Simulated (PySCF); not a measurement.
# Tc²⁵⁺, Ru²⁶⁺: ionisation energies with spin-orbit coupling

Aim: the ionisation energy of these ions from differences of total energies, at each level of theory, and how far each lands from the tabulated value where there is one.

Program: PySCF 2.14.0. Level of theory: two-component X2C-1e, generalised determinants. These are calculated values, not measurements, unless marked.

## Step 1: The atom as given

| Property | Result |
| --- | --- |
| Elements | technetium (Z = 43), ruthenium (Z = 44) |
| Basis | one for each species, given in its step |
| Hamiltonian | two-component X2C-1e, Gaussian nucleus, no Breit or QED terms; spin-orbit coupling, run by run: off; screened by Boettger's factors |
| Core shells frozen in the correlated runs | 1s2 (for Tc²⁵⁺) |
| State 1 | Tc²⁵⁺: [Ar] |
| State 2 | Ru²⁶⁺: [Ar] |
| Needed too, but not shown | Tc²⁶⁺ [Ne] 3s2 3p5 (2P), Ru²⁷⁺ [Ne] 3s2 3p5 (2P) |
| Methods | GHF, GMP2 |

Outer shells as boxes (Hund's rule):

Tc25+ [Ar]
```
[Ne] core
3s [↑↓]
3p [↑↓][↑↓][↑↓]
```

Ru26+ [Ar]
```
[Ne] core
3s [↑↓]
3p [↑↓][↑↓][↑↓]
```

All steps ran in one process of a driver on top of PySCF, which takes the settings above as its task.

The integrals over 114 functions and the set-up took 0.55 s of CPU time.

## Step 2: Tc²⁵⁺

Basis: an uncontracted even-tempered set (19 s from 3.5 bohr⁻², ratio 2.4; 14 p from 4.5 bohr⁻², ratio 2.4; 5 d from 20 bohr⁻², ratio 2.6; 4 f from 30 bohr⁻², ratio 2.6).

Level: GHF (spin-free).

The log of the run:

```text
cycle= 1 E= -3881.1689152235  delta_E= -3.88e+03  |FDS-SDF|= 0.00156
cycle= 2 E= -3881.1689158105  delta_E= -5.87e-07  |FDS-SDF|= 0.000116
cycle= 3 E= -3881.1689158137  delta_E= -3.22e-09  |FDS-SDF|= 1.61e-06
```

It used 2.7 s of CPU time after the integrals (shared host).

Occupied spinors (without spin-orbit coupling the j labels only name the start):

```tsv
spinor shell	electrons	mean energy (eV)	weight of the nominal j	rms radius (bohr)
1s1/2	2	-22274.3	1.000	0.0394
2s1/2	2	-4190.2	1.000	0.160
2p1/2	2	-3863.2	0.682	0.142
2p3/2	4	-3863.2	0.841	0.142
3s1/2	2	-1478.4	1.000	0.399
3p3/2	4	-1363.8	0.848	0.394
3p1/2	2	-1363.8	0.696	0.394
```

M_J = 0, ⟨J²⟩ = 0.000, ⟨L²⟩ = 0.000, ⟨S²⟩ = 0.000.

Level: GMP2 (spin-free).

This step left no log, only its results.

It used 1.9 s of CPU time after the integrals (shared host).

With 16 electrons correlated and 56 very high virtual spinors dropped, the MP2 correlation energy is -0.62994 hartree. Largest pairs: 2p3/2-2p3/2 -0.0825, 3p3/2-3p3/2 -0.0822, 2p1/2-2p3/2 -0.0812, 3p1/2-3p3/2 -0.0774, 2p3/2-3p3/2 -0.0494.

Level: GHF (screened spin-orbit).

The log of the run:

```text
cycle= 1 E= -3881.7283083212  delta_E= -3.88e+03  |FDS-SDF|= 0.0655
cycle= 2 E= -3881.7289975989  delta_E= -0.000689  |FDS-SDF|= 0.00215
cycle= 3 E= -3881.7290000222  delta_E= -2.42e-06  |FDS-SDF|= 4.11e-05
cycle= 4 E= -3881.7290000256  delta_E= -3.35e-09  |FDS-SDF|= 9.72e-07
```

CPU time 3.2 s on a shared host, the integrals not counted.

Occupied spinors:

```tsv
spinor shell	electrons	mean energy (eV)	weight of the nominal j	rms radius (bohr)
1s1/2	2	-22273.3	1.000	0.0394
2s1/2	2	-4189.9	1.000	0.160
2p1/2	2	-3946.0	1.000	0.139
2p3/2	4	-3824.5	1.000	0.143
3s1/2	2	-1478.3	1.000	0.399
3p1/2	2	-1382.1	1.000	0.389
3p3/2	4	-1355.2	1.000	0.397
```

M_J = 0, ⟨J²⟩ = 0.000, ⟨L²⟩ = 0.005, ⟨S²⟩ = 0.005.

Level: GMP2 (screened spin-orbit).

No log was kept for this step.

CPU time 0.95 s on a shared host, the integrals not counted.

With 16 electrons correlated and 56 very high virtual spinors dropped, the MP2 correlation energy is -0.63005 hartree. Largest pairs: 2p1/2-2p3/2 -0.0828, 2p3/2-2p3/2 -0.0815, 3p3/2-3p3/2 -0.0805, 3p1/2-3p3/2 -0.0790, 2p3/2-3p3/2 -0.0485.

## Step 3: Ru²⁶⁺: the ladder of methods

Basis: an even-tempered Gaussian basis (19 s from 3.7 bohr⁻², ratio 2.4; 14 p from 4.8 bohr⁻², ratio 2.4; 5 d from 21 bohr⁻², ratio 2.6; 4 f from 32 bohr⁻², ratio 2.6).

Level: GHF (spin-free).

The log of the run:

```text
cycle= 1 E= -4083.9205870446  delta_E= -4.08e+03  |FDS-SDF|= 0.00175
cycle= 2 E= -4083.9205877463  delta_E= -7.02e-07  |FDS-SDF|= 0.000126
cycle= 3 E= -4083.9205877499  delta_E= -3.65e-09  |FDS-SDF|= 1.71e-06
```

It used 2.7 s of CPU time after the integrals (shared host).

Occupied spinors (without spin-orbit coupling the j labels only name the start):

```tsv
spinor shell	electrons	mean energy (eV)	weight of the nominal j	rms radius (bohr)
1s1/2	2	-23424.4	1.000	0.0384
2s1/2	2	-4442.8	1.000	0.156
2p1/2	2	-4099.3	0.658	0.138
2p3/2	4	-4099.3	0.829	0.138
3s1/2	2	-1578.6	1.000	0.388
3p3/2	4	-1458.5	0.855	0.383
3p1/2	2	-1458.5	0.709	0.383
```

M_J = 0, ⟨J²⟩ = 0.000, ⟨L²⟩ = 0.000, ⟨S²⟩ = 0.000.

Level: GMP2 (spin-free).

The driver printed no log here.

CPU time 1.8 s on a shared host, the integrals not counted.

With 16 electrons correlated and 56 very high virtual spinors dropped, the MP2 correlation energy is -0.63656 hartree. Largest pairs: 3p3/2-3p3/2 -0.0844, 2p3/2-2p3/2 -0.0826, 2p1/2-2p3/2 -0.0812, 3p1/2-3p3/2 -0.0797, 2p3/2-3p3/2 -0.0498.

Level: GHF (screened spin-orbit).

The log of the run:

```text
cycle= 1 E= -4084.5687853105  delta_E= -4.08e+03  |FDS-SDF|= 0.0707
cycle= 2 E= -4084.5695470024  delta_E= -0.000762  |FDS-SDF|= 0.00226
cycle= 3 E= -4084.5695495342  delta_E= -2.53e-06  |FDS-SDF|= 4.2e-05
cycle= 4 E= -4084.5695495374  delta_E= -3.27e-09  |FDS-SDF|= 9.9e-07
```

CPU time 3.2 s on a shared host, the integrals not counted.

Occupied spinors:

```tsv
spinor shell	electrons	mean energy (eV)	weight of the nominal j	rms radius (bohr)
1s1/2	2	-23423.2	1.000	0.0384
2s1/2	2	-4442.5	1.000	0.156
2p1/2	2	-4191.2	1.000	0.135
2p3/2	4	-4056.6	1.000	0.140
3s1/2	2	-1578.5	1.000	0.388
3p1/2	2	-1479.0	1.000	0.377
3p3/2	4	-1448.9	1.000	0.385
```

M_J = 0, ⟨J²⟩ = 0.000, ⟨L²⟩ = 0.006, ⟨S²⟩ = 0.006.

Level: GMP2 (screened spin-orbit).

No log was kept for this step.

It used 0.91 s of CPU time after the integrals (shared host).

With 16 electrons correlated and 56 very high virtual spinors dropped, the MP2 correlation energy is -0.63667 hartree. Largest pairs: 2p1/2-2p3/2 -0.0828, 3p3/2-3p3/2 -0.0827, 2p3/2-2p3/2 -0.0816, 3p1/2-3p3/2 -0.0811, 2p3/2-3p3/2 -0.0490.

## Step 4: Differences of total energies

Ionisation energy: Tc²⁵⁺ [Ar] → Tc²⁶⁺ [Ne] 3s2 3p5 [3p1/2^2 3p3/2^3, M_J = 3/2].

```tsv
method	value (eV)	less the reference (eV)
GHF (spin-free)	1362.7	+8.7
GMP2 (spin-free)	1363.5	+9.5
GHF (screened spin-orbit)	1354.1	+0.1
GMP2 (screened spin-orbit)	1354.9	+0.9
```

Reference: 1354 ± 4 eV (semi-empirical (NIST evaluation); NIST Atomic Spectra Database, ionization energies). For this ion Breit and QED terms and the two-electron picture change, all absent here, are large against electron correlation. The spin-free rows have the spin-orbit operator switched off.

Ionisation energy: Ru²⁶⁺ [Ar] → Ru²⁷⁺ [Ne] 3s2 3p5 [3p1/2^2 3p3/2^3, M_J = 3/2].

```tsv
method	value (eV)	less the reference (eV)
GHF (spin-free)	1457.4	+10.4
GMP2 (spin-free)	1458.2	+11.2
GHF (screened spin-orbit)	1447.8	+0.8
GMP2 (screened spin-orbit)	1448.7	+1.7
```

Reference: 1447 ± 4 eV (semi-empirical (NIST evaluation); NIST Atomic Spectra Database, ionization energies). For this ion Breit and QED terms and the two-electron picture change, all absent here, are large against electron correlation. The spin-free rows have the spin-orbit operator switched off.

The differences also use runs on Tc²⁶⁺ [Ne] 3s2 3p5 (2P), Ru²⁷⁺ [Ne] 3s2 3p5 (2P), which are not shown here.

## Step 5: Outcome

```
                quantity                                                                             value
ionisation energy, Tc²⁵⁺  GHF (spin-free) 1362.7, GMP2 (screened spin-orbit) 1354.9 eV; reference 1354 ± 4
ionisation energy, Ru²⁶⁺  GHF (spin-free) 1457.4, GMP2 (screened spin-orbit) 1448.7 eV; reference 1447 ± 4
```

What this shows: For the first difference the methods span 9.385 eV, from GHF (screened spin-orbit) (1354.1) to GMP2 (spin-free) (1363.5). The reference is uncertain or not like for like (spin-orbit coupling or other relativistic terms), so no ranking of close methods is drawn. Spin-orbit coupling moves the first difference by -8.571 eV at GMP2. All values hold for this basis alone; no basis-set limit was taken.
